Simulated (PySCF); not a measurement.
# B2H5NO: the cost of one run

Programs: PySCF 2.14.0, with density-fitted response routines of our own. Each step states its level of theory. These are calculated values for one molecule in the gas phase, unless marked as measured. Atoms are numbered from 0 throughout.

**1. The starting structure**

9 atoms, charge 0, multiplicity 1; geometry from: GFN2-xTB. The atoms were then displaced at random by about 0.01 Å, so the start is not that level's minimum.

Bonds of the start (Å): B0–O1 1.27, O1–B2 1.31, B2–N3 1.44, B0–H4 1.21, B0–H5 1.19, B2–H6 1.19, N3–H7 0.99, N3–H8 1.01.

**2. Geometry optimisation at PBE0-D3(BJ)/def2-SVP**

What the job is given:

```
{"job": {"xc": "PBE0", "basis": "def2-SVP", "d3": "d3bj", "grid": 1, "shake": 0.01, "kind": "geom"}, "charge": 0, "multiplicity": 1}
B     -1.845270     0.052320    -0.005890
O     -0.597930     0.303720     0.015290
B      0.690790     0.526050     0.042420
N      1.645780    -0.543690     0.100110
H     -2.425090    -0.051360    -1.059040
H     -2.478430    -0.000770     1.000560
H      1.132300     1.629350     0.038480
H      2.624690    -0.432810     0.123430
H      1.310970    -1.499960     0.138160
```

Command:

```
> OMP_NUM_THREADS=1 python probes_run.py task.json out
```

This one command runs all jobs of the session in turn.

**Question.** How long does this first job take on 1 thread of Arm Neoverse V1, shared host, and how much memory does it need?

About 59 s, with a peak of 0.34 GiB.
